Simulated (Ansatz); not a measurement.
C₃H₇ClSi, SMILES [SiH3]C1(Cl)CC1, a ladder of methods at one geometry

Computed with Ansatz's Python interface.

The cells in order, each with its output:

```python
from pathlib import Path

import ansatz as az
import numpy as np
```

```python
GEOMETRY = """
Si   -1.64270    0.00430    0.07230
C     0.09070    0.20050   -0.53380
Cl    0.24440    0.85660   -2.17740
C     1.23290    0.56550    0.47390
C     1.09360   -0.84480   -0.10420
H    -2.46970   -0.85110   -0.81490
H    -1.69550   -0.50580    1.44360
H    -2.32270    1.39250    0.08810
H     0.89850    0.70570    1.56310
H     1.98530    1.18820    0.18590
H     0.77220   -1.63600    0.60030
H     1.89000   -1.13080   -0.76280
"""
```

```python
c3h7clsi = az.Crystal.molecule()
for line in GEOMETRY.strip().splitlines():
    symbol, *xyz = line.split()
    c3h7clsi = c3h7clsi.atom(symbol, [float(v) for v in xyz])
```

```python
job = c3h7clsi.calculation().basis(gaussian="def2-SVP")
```

```python
print("functional    E (Ha)        dipole (D)   HOMO (eV)  LUMO (eV)")
for name in ["b3lyp", "revpbe", "r2scan0", "lda"]:
    data = job.functional(name).forces().orbitals().run(threads=1, pin="off", runs_dir="runs").report
    lines = Path(data["orbitals_path"]).read_text().splitlines()
    field_of = lambda key: [line.split("=")[1].strip() for line in lines if line.startswith(key)]
    orbitals = [(27.211386 * float(e), s, float(n)) for e, s, n in zip(field_of("Ene="), field_of("Spin="), field_of("Occup="))]
    homo = max(e for e, _, n in orbitals if n > 0.5)
    lumo = min(e for e, _, n in orbitals if n < 0.5)
    dipole = 4.803205 * np.linalg.norm(data["charge_distribution"]["dipole_moment_e_ang"])
    print(f"{name:10s} {data['free_energy_ev'] / 27.211386246:14.6f} {dipole:9.3f} {homo:11.3f} {lumo:10.3f}")
```

    functional    E (Ha)        dipole (D)   HOMO (eV)  LUMO (eV)
    b3lyp         -867.884218     1.809      -7.466      0.499
    revpbe        -867.668928     1.798      -6.393     -0.343
    r2scan0       -867.704870     1.992      -7.970      0.767
    lda           -864.073582     1.742      -6.497     -0.533

Notes:
- Total energies depend on the basis set; only differences at equal settings carry meaning.
- The geometry is a force-field or estimated start, not a minimum of this method, and the basis set is short of its limit. A lower total doesn't mark the better method: functionals have no common bound, and MP2 and coupled cluster aren't variational.
- b3lyp holds the VWN-RPA fit, as in Gaussian; the form of ORCA and Turbomole is b3lyp5.
- Levels such as HOMO and LUMO are orbital energies: with these approximate functionals they aren't the ionisation energy and electron affinity, and their gap isn't the fundamental gap.
- Wall time of the script: 23 s on 1 thread of Arm Neoverse V1, on a shared host, peak memory 0.34 GiB.
